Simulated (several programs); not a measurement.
**What each method gives for Cl (Cmce)**

A 4-atom cell of Cl (Cmce) from a materials database, relaxed with r2SCAN+rVV10 in Ansatz, was computed with several methods. Space group Cmce (No. 64), orthorhombic; a = 6.250 Å, b = 4.014 Å, c = 8.147 Å in the conventional setting, 25.55 Å³ an atom. Cl has 1 Cl at 2.02 Å. The values are computed, spin-unpolarised, and not measurements.

```
Cl
1.0
     3.12524   -2.00725    0.00000
     3.12524    2.00725    0.00000
     0.00000    0.00000    8.14656
Cl
4
Direct
  0.87564 0.12436 0.60748
  0.12436 0.87564 0.39252
  0.62436 0.37564 0.10748
  0.37564 0.62436 0.89252
```

Gaps and times are for a single point on this cell; volume and bulk modulus come from each method's own relaxation or energy curve at fixed shape, which is too stiff where a cell has free coordinates or axes. Times are rough, from shared hosts (AMD EPYC 7R13 Processor; Arm Neoverse N1; Arm Neoverse V2), and each method has its own mesh and cell size. A double dagger marks a value from a curve with shape and coordinates held. PM6 (MOPAC), PM7 (MOPAC), GFN1-xTB (tblite), GFN2-xTB (tblite) treat a cluster of cells at its zone centre, which samples few k points: where these miss a band edge, the gap comes out too large for that reason alone. Gaps from k meshes are read at a limited set of points (mesh, symmetry points, PBE's band edges), so each method's own least gap may be somewhat smaller. xTB and the PM methods were fitted mostly to molecules, and can miss a solid's gap by electronvolts. Minimal bases can be far off for gaps. Times of the plane-wave ladder aren't listed, since it ran on unlike processors and cards. Curves at held shape can't give the bulk modulus of a layered or molecular crystal, so none is listed. GLLB-SC's gap includes the derivative discontinuity. G0W0 is at finite bands, cutoff and mesh. d marks a direct gap, i an indirect one (no mark: not told apart), a dash a value that wasn't computed or didn't pass its checks.

```tsv
method	kind	gap (eV)	own volume (Å³/atom)	bulk modulus (GPa)	atoms computed	processor time
PBE-D3(BJ)	semilocal	–	27.17	–	4	–
r2SCAN+rVV10	semilocal	–	25.55	–	4	–
PBE-D4	semilocal	–	27.01	–	4	–
light PBE (260 eV and a coarse mesh)	light plane-wave	2.20 d	27.25‡	–	4	2 s
GFN1-xTB (tblite)	tight binding	2.97	24.92‡	–	cluster	2.1 s
GFN2-xTB (tblite)	tight binding	3.04	24.87‡	–	cluster	4.1 s
PBE/single zeta (GPAW)	small basis	2.03 d	–	–	4	5 s
LDA	semilocal	2.05 d	–	–	4	–
PBE/SZV (CP2K)	small basis	2.13 d	–	–	4	5.7 s
PBE/DZVP (CP2K)	small basis	2.09 d	27.21‡	–	4	11 s
PM7 (MOPAC)	semi-empirical	8.66	23.93‡	–	cluster	12 s
PBE	semilocal	2.20 d	–	–	4	–
PM6 (MOPAC)	semi-empirical	7.98	–	–	cluster	14 s
PBE0	hybrid	4.57 d	–	–	4	–
r2SCAN	semilocal	2.57 d	–	–	4	–
GLLB-SC (GPAW)	model potential	4.06	–	–	4	54 s
G0W0@r2SCAN (220 eV screening cutoff)	many-body	4.95	–	–	4	–
Hartree-Fock	exact exchange	12.01 i	–	–	4	–
HSE06	hybrid	3.80 d	–	–	4	–
G0W0@PBE (300 eV screening cutoff)	many-body	4.55	–	–	4	–
r2SCANh	hybrid	3.45 d	–	–	4	–
G0W0@PBE0 (220 eV screening cutoff)	many-body	6.07	–	–	4	–
DDH-PBE0	hybrid	4.51 d	–	–	4	–
G0W0@HSE06 (220 eV screening cutoff)	many-body	5.77	–	–	4	–
G0W0@LDA (140 eV screening cutoff)	many-body	4.32	–	–	4	–
```

Against HSE06 (3.80 eV) and with closed or daggered gaps left aside, the nearest gap at the points sampled is that of GLLB-SC (GPAW) (+0.26 eV) and the farthest that of Hartree-Fock (+8.21 eV). HSE06 is only a yardstick of convenience, and nearness to it can be luck.
